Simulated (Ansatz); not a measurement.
# C2H8BNSi: the cost of one run

Program: Ansatz 0.2.0. Level of theory: RKS LDA/6-31G. These are calculated values, not measurements.

## (1) The system as given

Bond lengths: N1–B2 1.462 Å, B2–C3 1.564 Å, C3–C4 1.429 Å, C4–Si5 1.860 Å, N1–H6 1.069 Å, N1–H7 1.081 Å, B2–H8 1.163 Å, C3–H9 1.091 Å, C4–H10 1.019 Å, Si5–H11 1.456 Å, Si5–H12 1.500 Å, Si5–H13 1.418 Å. Angles (14 of 18 angles, heavy atoms first): N1–B2–C3 120.3°, B2–C3–C4 126.0°, C3–C4–Si5 121.7°, N1–B2–H8 120.1°, C3–B2–H8 119.7°, B2–N1–H6 111.0°, B2–N1–H7 107.6°, B2–C3–H9 117.7°, C4–C3–H9 115.8°, C3–C4–H10 117.8°, Si5–C4–H10 120.3°, C4–Si5–H11 111.5°, C4–Si5–H12 108.4°, C4–Si5–H13 106.5°.

As a file:

```xyz
13

N    -2.3721    0.8568    0.9699
B    -1.1814    0.1384    0.5188
C    -0.0244    0.9049   -0.2016
C     1.2222    0.3451   -0.6184
Si    1.5712   -1.4762   -0.4804
H    -2.1084    1.6738    1.6063
H    -2.7879    1.3690    0.1136
H    -1.0821   -1.0041    0.7122
H    -0.1137    1.9884   -0.2938
H     1.8960    0.9659   -1.0654
H     0.5565   -2.2676   -1.1618
H     1.5950   -1.8440    0.9737
H     2.8495   -1.6852   -1.0582
```

## (2) End point A

The input, input.yaml:

```yaml
crystal:
  periodic: [false, false, false]
  atoms:
    - { symbol: "N", position_ang: [-2.3721, 0.8568, 0.9699] }
    - { symbol: B, position_ang: [-1.1814, 0.1384, 0.5188] }
    - { symbol: C, position_ang: [-0.0244, 0.9049, -0.2016] }
    - { symbol: C, position_ang: [1.2222, 0.3451, -0.6184] }
    - { symbol: Si, position_ang: [1.5712, -1.4762, -0.4804] }
    - { symbol: H, position_ang: [-2.1084, 1.6738, 1.6063] }
    - { symbol: H, position_ang: [-2.7879, 1.369, 0.1136] }
    - { symbol: H, position_ang: [-1.0821, -1.0041, 0.7122] }
    - { symbol: H, position_ang: [-0.1137, 1.9884, -0.2938] }
    - { symbol: H, position_ang: [1.896, 0.9659, -1.0654] }
    - { symbol: H, position_ang: [0.5565, -2.2676, -1.1618] }
    - { symbol: H, position_ang: [1.595, -1.844, 0.9737] }
    - { symbol: H, position_ang: [2.8495, -1.6852, -1.0582] }
basis:
  gaussian: { orbitals: "6-31G" }
hamiltonian:
  xc: lda
relax:
  f_tol: 0.015
  max_steps: 40
```

Command:

```bash
ansatz run input.yaml --threads 1 --pin off --max-ram 2048MiB --backend cpu --events-out ev --progress --plain --runs-dir out
```

Q: Estimate wall time and peak memory on 1 thread of an x86-64 CPU, shared host.

About 26 s, with a peak of 0.19 GiB.
